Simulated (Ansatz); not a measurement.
# In3Sb: the cost of one run

Computed with Ansatz 0.2.0 (DFT LDA, scalar-relativistic, plane waves, PAW, unless a step's input says otherwise).

72 further runs of the same task are left out: 72 set aside as unsound or not needed. Runs told in other sessions of the task aren't counted.

### 1 The starting structure

The structure is cubic, space group Pm-3m (No. 221). The conventional cell has a = 4.837 Å, b = 4.837 Å, c = 4.837 Å, α = 90.00°, β = 90.00°, γ = 90.00°. In (site symmetry 4/mmm) is surrounded by 8 In at 3.42 Å and 4 Sb at 3.42 Å. Sb (site symmetry m-3m) has 12 In at 3.42 Å in its first shell of neighbours.

Coordinates:

```cif
data_structure
_symmetry_space_group_name_H-M 'Pm-3m'
_symmetry_Int_Tables_number 221
_cell_length_a 4.8370
_cell_length_b 4.8370
_cell_length_c 4.8370
_cell_angle_alpha 90.000
_cell_angle_beta 90.000
_cell_angle_gamma 90.000
_cell_volume 113.17
loop_
_atom_site_label
_atom_site_type_symbol
_atom_site_symmetry_multiplicity
_atom_site_Wyckoff_symbol
_atom_site_fract_x
_atom_site_fract_y
_atom_site_fract_z
_atom_site_occupancy
In1 In 3 c 0.50000 0.50000 0.00000 1
Sb1 Sb 1 a 0.00000 0.00000 0.00000 1
```

Source of the structure: the Materials Project (structure only).

### 6 The grid

The energy is mapped over volume and the cell's shape.

The axes are (1) volume per atom: 11 values from 22.46 to 28.59 Å³; (2) length along [111] over the lengths across it, relative to the cubic cell: 11 values from 0.886 to 1.128.

Nothing else is relaxed (symmetry fixes all fractional coordinates). Energies count from the relaxed crystal. Points are written as (first, second).

(The set-up runs are not shown.)

### 7 The run at (22.46 Å³, 1.128)

input.yaml reads:

```yaml
crystal:
  lattice:
    - [4.4862879109, 0.1838572055, 0.1838572055]
    - [0.1838572055, 4.4862879109, 0.1838572055]
    - [0.1838572055, 0.1838572055, 4.4862879109]
  atoms:
    - { symbol: In, position: [0.5, 0.5, 0.0] }
    - { symbol: In, position: [0.5, 0.0, 0.5] }
    - { symbol: In, position: [0.0, 0.5, 0.5] }
    - { symbol: Sb, position: [0.0, 0.0, 0.0] }
basis:
  ecutwfc: 420
kpoints:
  mp_grid: { grid: [10, 10, 10] }
hamiltonian:
  xc: lda
  pseudopotentials: { kind: paw, azcp: { folder: soft_1 } }
scf:
  occupations: { method: gaussian, width: 0.15 }
output:
  forces: true
  stress: true
  eigenvalues: true
```

Command:

```console
$ ansatz run input.yaml --threads 2 --pin off --max-ram 4096MiB --backend cpu --events-out ev --progress --plain --runs-dir out
```

Q: Estimate wall time and peak memory on 2 threads of AMD EPYC 9R45 (Zen 5), shared host.

About 2.8 s, with a peak of 0.55 GiB.
